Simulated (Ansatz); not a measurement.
**CH8O2Si2: one species, many methods**

Aim: compute CH8O2Si2 with functionals from several rungs and with coupled cluster. The yardstick is the atomisation energy at the CCSD(T) limit.

The runs use Ansatz 0.2.0, Gaussian basis; functionals in def2-TZVPP, the program's frozen cores in correlated methods.

Plan: PBE-D4, r2SCAN-D4, PBE0-D4, B3LYP-D4, ωB97X-V, ωB97M-V, B2PLYP; CCSD(T)/def2-TZVPP; MP2/def2-QZVPP; extrapolation to the limit.

**1. The geometry**

The geometry comes from an earlier relaxation with PBE0-D4 in a triple-zeta def2 set; it is a stationary point, not always the lowest conformer.

SMILES `C[SiH2][SiH](O)O`, 13 atoms, charge 0, spin multiplicity 1.

Atoms are counted from 1 here; the program's logs count them from 0.

Bond lengths: C1–Si2 1.877 Å, C1–H6 1.092 Å, C1–H7 1.092 Å, C1–H8 1.092 Å, Si2–Si3 2.337 Å, Si2–H9 1.490 Å, Si2–H10 1.491 Å, Si3–O4 1.649 Å, Si3–O5 1.650 Å, Si3–H11 1.498 Å, O4–H12 0.958 Å, O5–H13 0.958 Å. Angles: Si2–C1–H6 110.2°, Si2–C1–H7 111.0°, Si2–C1–H8 110.9°, H6–C1–H7 108.5°, H6–C1–H8 108.1°, H7–C1–H8 108.2°, C1–Si2–Si3 111.1°, C1–Si2–H9 110.4°, C1–Si2–H10 110.4°, Si3–Si2–H9 108.8°, Si3–Si2–H10 108.5°, H9–Si2–H10 107.5°, Si2–Si3–O4 105.1°, Si2–Si3–O5 108.7°, Si2–Si3–H11 114.7°, O4–Si3–O5 113.1°, O4–Si3–H11 108.4°, O5–Si3–H11 107.0° and more.

Coordinates:

```csv
atom,x (Å),y (Å),z (Å)
C1,-1.26276,1.63032,-0.73701
Si2,-0.21918,0.96340,0.67279
Si3,0.83672,-1.03112,0.06509
O4,-0.35519,-1.96837,-0.58290
O5,1.52349,-1.69673,1.40915
H6,-2.01257,0.89319,-1.03165
H7,-1.77663,2.54811,-0.44331
H8,-0.64390,1.85101,-1.60957
H9,-1.06553,0.71173,1.87316
H10,0.82607,1.95459,1.05947
H11,1.92456,-0.87812,-0.95303
H12,-0.11026,-2.78553,-1.01955
H13,2.33518,-2.19244,1.29738
```

**2. PBE-D4 (GGA)**

in.yaml reads:

```yaml
crystal:
  periodic: [false, false, false]
  atoms:
    - {symbol: C, position_ang: [-1.262756, 1.630318, -0.737009]}
    - {symbol: Si, position_ang: [-0.219183, 0.963401, 0.672794]}
    - {symbol: Si, position_ang: [0.836718, -1.031122, 0.065085]}
    - {symbol: O, position_ang: [-0.355195, -1.968375, -0.582898]}
    - {symbol: O, position_ang: [1.523486, -1.696731, 1.409150]}
    - {symbol: H, position_ang: [-2.012568, 0.893189, -1.031653]}
    - {symbol: H, position_ang: [-1.776629, 2.548109, -0.443309]}
    - {symbol: H, position_ang: [-0.643897, 1.851012, -1.609575]}
    - {symbol: H, position_ang: [-1.065535, 0.711729, 1.873156]}
    - {symbol: H, position_ang: [0.826067, 1.954587, 1.059471]}
    - {symbol: H, position_ang: [1.924564, -0.878123, -0.953026]}
    - {symbol: H, position_ang: [-0.110258, -2.785529, -1.019553]}
    - {symbol: H, position_ang: [2.335177, -2.192444, 1.297377]}
basis:
  gaussian: {orbitals: def2-TZVPP}
hamiltonian: {xc: pbe, dispersion: d4}
output: {forces: true, orbitals: {seedname: orbitals}}
```

Command:

```bash
$ ansatz run in.yaml --threads 2 --pin off --events-out ev --progress --plain --max-ram 31744MiB --backend cuda --devices 0, --max-vram 18GiB
```

Further steps of the session: r2SCAN-D4 (meta-GGA); PBE0-D4 (hybrid); B3LYP-D4 (hybrid); ωB97X-V (range-separated); ωB97M-V (range-separated); B2PLYP (double hybrid); CCSD(T) in def2-TZVPP; MP2 in def2-QZVPP.

**Question.** What will the summary of the whole plan be? Wanted: atomisation energy, CCSD(T)/CBS; farthest; mean size of error, hybrid; mean size of error, range-separated; gap, smallest and largest; T1 diagnostic; triples share of the correlation energy.

The runs gave:

| quantity | value |
| --- | --- |
| atomisation energy, CCSD(T)/CBS | 4692.3 kJ/mol |
| functionals within 23.5 kJ/mol (0.5 %) | PBE-D4, r2SCAN-D4, ωB97X-V, ωB97M-V |
| farthest | B2PLYP (-77.5 kJ/mol) |
| mean size of error, hybrid | 47.5 kJ/mol |
| mean size of error, range-separated | 5.9 kJ/mol |
| gap, smallest and largest | 5.63 eV (PBE-D4), 11.94 eV (ωB97X-V) |
| T1 diagnostic | 0.0118 |
| triples share of the correlation energy | 3.4 % |

**Reading.** PBE-D4 misses by 0.0 kJ/mol. Double hybrids carry the basis error of their MP2 part in triple zeta, and no dispersion term here, so their miss is partly the set-up's. The reference freezes the cores and leaves out relativity and excitations past (T), so misses under about 23.5 kJ/mol can't be ranked. Hartree-Fock recovers 73 % of the binding; the rest is correlation. The gap grows from 5.6 to 11.9 eV across the functionals, mostly with the share of exact exchange.
